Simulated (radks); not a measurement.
# Pb³⁺ in [Xe] 4f14 5d9 6s1 7s1: an all-electron calculation

An exercise on one series of results from a longer session: the logs are not shown, and one member is left open.

The numbers are computed with radks (a radial shooting solver on a logarithmic mesh, Libxc functionals) version 1 (scalar-relativistic Kohn-Sham, PBE, spin-unpolarised, spherical densities, point nucleus), except any that are marked as measured or tabulated.

### Starting point

```
element       : lead (Z = 82)
charge        : +3
electrons     : 79
configuration : [Xe] 4f14 5d9 6s1 7s1
```

Outer shells as boxes (Hund's rule):

Pb³⁺
```
[Xe] core
4f [↑↓][↑↓][↑↓][↑↓][↑↓][↑↓][↑↓]
5d [↑↓][↑↓][↑↓][↑↓][↑ ]
6s [↑ ]
7s [↑ ]
```

The first run:

Settings of this run:

```text
Z 82
configuration [Xe] 4f14 5d9 6s1 7s1
relativity scalar-relativistic
functional pbe,pbe
spin unpolarised
nucleus point
c 137.035999084
```

Command:

```
> python run_ks.py task.json out
```

This one command runs every case of the session in turn.

One table of the session follows, with a row left open; its other results are not shown here.

It belongs to the step «Radial structure». Sizes of the orbitals, from the radial functions (bohr):

| level | <r> | outermost maximum (interpolated) | 90 % within | nodes |
| --- | --- | --- | --- | --- |
| 1s | 0.01604 | 0.00984 | 0.0294 | 0 |
| 2s | 0.06758 | 0.0571 | 0.105 | 1 |
| 2p | 0.06144 | 0.0476 | 0.100 | 0 |
| 3s | 0.1745 | 0.161 | 0.256 | 2 |
| 3p | 0.1765 | 0.161 | 0.264 | 1 |
| 3d | 0.1599 | 0.131 | 0.248 | 0 |
| 4s | 0.3842 | 0.362 | 0.550 | 3 |
| 4p | ? | ? | ? | ? |
| 4d | 0.4309 | 0.388 | 0.641 | 1 |
| 5s | 0.8510 | 0.788 | 1.21 | 4 |
| 4f | 0.4535 | 0.350 | 0.720 | 0 |
| 5p | 0.9700 | 0.880 | 1.40 | 3 |
| 5d | 1.242 | 1.06 | 1.85 | 2 |
| 6s | 2.010 | 1.82 | 2.86 | 5 |
| 7s | 4.190 | 4.06 | 5.81 | 6 |

Estimate the missing values for 4p.

The run gave: <r>: 0.4099; outermost maximum (interpolated): 0.382; 90 % within: 0.594; nodes: 2. In the column «<r>» it lies between 4s (0.3842) and 4d (0.4309).
